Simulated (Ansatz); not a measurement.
# Ir (Iridium): the cost of one run

Computed with Ansatz 0.2.0 through its Python package. The levels of theory stand in the script.

The COD entry's cell or inner coordinates are ideal or old and differ from later refinements, so a difference from it is no clean test against experiment.

## (1) The structure

Symmetry: Fm-3m, No. 225, cubic system. Conventional cell: a = 3.831 Å, b = 3.831 Å, c = 3.831 Å, α = 90.00°, β = 90.00°, γ = 90.00°. Ir (site symmetry m-3m) is surrounded by 12 Ir at 2.71 Å.

POSCAR_ir, read by the script:

```text
Ir
1.0
   0.00000000    1.91560000    1.91560000
   1.91560000    0.00000000    1.91560000
   1.91560000    1.91560000    0.00000000
Ir
1
Direct
   0.00000000    0.00000000    0.00000000
```

## (2) Script

lattice_ir.py

```python
"""Relaxed cell of Ir under several functionals."""

import warnings

import ansatz
from ase.io import read
import numpy as np

def edges_and_angles(cell):
    cell = np.asarray(cell)
    a, b, c = np.linalg.norm(cell, axis=1)
    cosines = cell[1] @ cell[2] / (b * c), cell[0] @ cell[2] / (a * c), cell[0] @ cell[1] / (a * b)
    return (a, b, c, *np.degrees(np.arccos(cosines)))


def main() -> None:
    warnings.simplefilter("ignore", ansatz.DeckWarning)

    atoms = read("POSCAR_ir", format="vasp")
    xtal = ansatz.Crystal.from_ase(atoms)

    calculation = xtal.calculation()
    calculation = calculation.basis(550)
    calculation = calculation.kpoints(mesh=(13, 13, 13))
    calculation = calculation.occupations("Fermi-Dirac", width=150 * ansatz.meV)
    calculation = calculation.relax(cell=True, force_tolerance=0.01)

    levels = [("revpbe", "d3bj"), ("r2scan", "d4"), ("pbesol", "none")]
    print("level            a       b       c    alpha   beta  gamma  V/atom  steps")
    for name, dispersion in levels:
        seen = []
        run = calculation.functional(name, dispersion=dispersion).session().plan()
        out = run.execute(on_event=lambda e: seen.append(e) if e["event"] == "relax_step" else None)
        cell = out.lattice.cell_ang
        label = name if dispersion == "none" else f"{name}+{dispersion}"
        print("{:13s} {:7.4f} {:7.4f} {:7.4f} {:6.2f} {:6.2f} {:6.2f}".format(label, *edges_and_angles(cell)), f"{abs(np.linalg.det(cell)) / len(out.lattice.sites):7.3f} {len(seen):5d}")


if __name__ == "__main__":
    main()
```

## (3) Running it

On the command line:

```bash
$ python lattice_ir.py
```

**Question.** How long does this script take on 1 thread of Arm Neoverse V1, shared host, and how much memory does it need?

About 22 s, with a peak of 0.49 GiB.
